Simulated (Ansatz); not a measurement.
**H₂OSSn: small, medium and large basis sets**

Aim: see how fast density functionals converge with the basis set for H₂OSSn.

The runs use Ansatz 0.2.0, Gaussian basis; one geometry, several basis sets.

The runs, in order: PBE0-D4/def2-SVP; ωB97M-V/def2-SVP; PBE0-D4/def2-QZVPP; ωB97M-V/def2-QZVPP; the functionals' def2-TZVPP values are taken from earlier runs.

### Step 1. The relaxed structure

The geometry comes from an earlier relaxation with PBE0-D4 in a triple-zeta def2 set; it is a stationary point. Sn takes the def2 core potential; no spin-orbit term is included.

5 atoms, charge 0, spin multiplicity 1.

Atoms are counted from 1 here; the program's logs count them from 0.

Bond lengths: O1–Sn2 1.976 Å, O1–H4 0.960 Å, Sn2–S3 2.454 Å, S3–H5 1.343 Å. Angles: Sn2–O1–H4 118.2°, O1–Sn2–S3 99.3°, Sn2–S3–H5 95.9°.

### Step 2. PBE0-D4 in def2-SVP

Contents of in.yaml:

```yaml
crystal:
  periodic: [false, false, false]
  atoms:
    - {symbol: O, position_ang: [-1.169246, -1.043056, -0.055282]}
    - {symbol: Sn, position_ang: [-1.099722, 0.819154, -0.712792]}
    - {symbol: S, position_ang: [1.207502, 1.376269, -0.087647]}
    - {symbol: H, position_ang: [-0.383856, -1.406903, 0.360436]}
    - {symbol: H, position_ang: [1.495323, 0.180934, 0.453885]}
basis:
  gaussian: {orbitals: def2-SVP}
hamiltonian: {xc: pbe0, dispersion: d4}
output: {orbitals: {seedname: orbitals}}
```

Run with:

```sh
$ ansatz run in.yaml --threads 4 --pin off --events-out ev --progress --plain --max-ram 10444MiB
```

After this run come: ωB97M-V in def2-SVP; PBE0-D4 in def2-QZVPP; ωB97M-V in def2-QZVPP.

Q: Predict the results of all the runs planned. Wanted: PBE0-D4: double and triple zeta above quadruple; ωB97M-V: double and triple zeta above quadruple.

**Answer**, as computed:

```
                                       quantity          value
PBE0-D4: double and triple zeta above quadruple  7.31, 0.52 eV
ωB97M-V: double and triple zeta above quadruple  7.36, 0.50 eV
```

What this shows: For PBE0-D4 the step from double to triple zeta gains 6.79 eV and the next only 0.52 eV. These are total energies; as a rule much of such shifts cancels in differences, which this series doesn't test.
